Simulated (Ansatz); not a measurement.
# C2H7N3Si: a ladder of functionals and wavefunction methods

Aim: compute C2H7N3Si with functionals from several rungs and with coupled cluster, and see how far each lands from CCSD(T) at the basis-set limit for the atomisation energy.

Computed with Ansatz 0.2.0, Gaussian basis. Level: functionals in def2-TZVPP, the program's frozen cores in correlated methods.

Plan: PBE-D4, r2SCAN-D4, PBE0-D4, B3LYP-D4, ωB97X-V, ωB97M-V, B2PLYP; CCSD(T)/def2-TZVPP; MP2/def2-QZVPP; extrapolation to the limit.

### Step 1. The geometry

An earlier PBE0-D4 in a triple-zeta def2 set relaxation fixed the geometry.

SMILES `NC1=NCN1[SiH3]`, 13 atoms, charge 0, spin multiplicity 1.

Atoms are counted from 1 here; the program's logs count them from 0.

Bond lengths: N1–C2 1.360 Å, N1–H7 1.008 Å, N1–H8 1.007 Å, C2–N3 1.293 Å, C2–N5 1.387 Å, N3–C4 1.470 Å, C4–N5 1.491 Å, C4–H9 1.093 Å, C4–H10 1.094 Å, N5–Si6 1.729 Å, Si6–H11 1.490 Å, Si6–H12 1.486 Å, Si6–H13 1.483 Å. Angles: C2–N1–H7 113.8°, C2–N1–H8 116.0°, H7–N1–H8 114.2°, N1–C2–N3 131.5°, N1–C2–N5 126.3°, N3–C2–N5 102.2°, C2–N3–C4 86.1°, N3–C4–N5 89.6°, N3–C4–H9 114.4°, N3–C4–H10 114.1°, N5–C4–H9 113.0°, N5–C4–H10 113.3°, H9–C4–H10 110.9°, C2–N5–C4 82.0°, C2–N5–Si6 133.4°, C4–N5–Si6 132.5°, N5–Si6–H11 114.0°, N5–Si6–H12 107.1° and more.

Geometry (Å):

```
atom     x (Å)     y (Å)     z (Å)
  N1  -0.50663  -1.20902  -1.61840
  C2   0.18749  -0.17905  -1.06461
  N3   1.22864   0.46997  -1.47351
  C4   1.17191   1.17251  -0.18392
  N5  -0.05592   0.40455   0.17005
 Si6  -0.66291  -0.20030   1.67146
  H7  -0.28321  -1.37609  -2.58682
  H8  -1.49184  -1.23915  -1.41114
  H9   0.99460   2.24774  -0.26349
 H10   2.01840   0.96359   0.47682
 H11   0.25626  -1.15006   2.35932
 H12  -1.93902  -0.90148   1.37603
 H13  -0.89728   0.96208   2.56292
```

### Step 2. PBE-D4 (GGA)

Input file in.yaml:

```yaml
crystal:
  periodic: [false, false, false]
  atoms:
    - {symbol: N, position_ang: [-0.506628, -1.209024, -1.618395]}
    - {symbol: C, position_ang: [0.187490, -0.179047, -1.064608]}
    - {symbol: N, position_ang: [1.228641, 0.469975, -1.473511]}
    - {symbol: C, position_ang: [1.171909, 1.172515, -0.183920]}
    - {symbol: N, position_ang: [-0.055920, 0.404554, 0.170048]}
    - {symbol: Si, position_ang: [-0.662911, -0.200295, 1.671457]}
    - {symbol: H, position_ang: [-0.283212, -1.376091, -2.586822]}
    - {symbol: H, position_ang: [-1.491835, -1.239151, -1.411140]}
    - {symbol: H, position_ang: [0.994603, 2.247737, -0.263493]}
    - {symbol: H, position_ang: [2.018402, 0.963587, 0.476825]}
    - {symbol: H, position_ang: [0.256258, -1.150062, 2.359319]}
    - {symbol: H, position_ang: [-1.939016, -0.901482, 1.376026]}
    - {symbol: H, position_ang: [-0.897279, 0.962083, 2.562916]}
basis:
  gaussian: {orbitals: def2-TZVPP}
hamiltonian: {xc: pbe, dispersion: d4}
output: {forces: true, orbitals: {seedname: orbitals}}
```

Launch:

```bash
ansatz run in.yaml --threads 4 --pin off --events-out ev --progress --plain --max-ram 10444MiB
```

The runs that follow: r2SCAN-D4 (meta-GGA); PBE0-D4 (hybrid); B3LYP-D4 (hybrid); ωB97X-V (range-separated); ωB97M-V (range-separated); B2PLYP (double hybrid); CCSD(T) in def2-TZVPP; MP2 in def2-QZVPP.

Q: Predict the results of all the runs planned. Wanted: atomisation energy, CCSD(T)/CBS; farthest; mean size of error, hybrid; mean size of error, range-separated; gap, smallest and largest; T1 diagnostic; triples share of the correlation energy.

**Answer**, as computed:

| quantity | value |
| --- | --- |
| atomisation energy, CCSD(T)/CBS | 50.094 eV |
| functionals within 0.250 eV (0.5 %) | r2SCAN-D4 |
| farthest | PBE-D4 (+1.861 eV) |
| mean size of error, hybrid | 0.471 eV |
| mean size of error, range-separated | 0.530 eV |
| gap, smallest and largest | 4.80 eV (PBE-D4), 11.17 eV (ωB97X-V) |
| T1 diagnostic | 0.0131 |
| triples share of the correlation energy | 4.3 % |

PBE-D4 misses by +1.861 eV. Double hybrids carry the basis error of their MP2 part in triple zeta, and no dispersion term here, so their miss is partly the set-up's. The reference freezes the cores and leaves out relativity and excitations past (T), so misses under about 0.250 eV can't be ranked. Hartree-Fock recovers 67 % of the binding; the rest is correlation. Orbital gaps span 4.8 to 11.2 eV; exact exchange widens them.
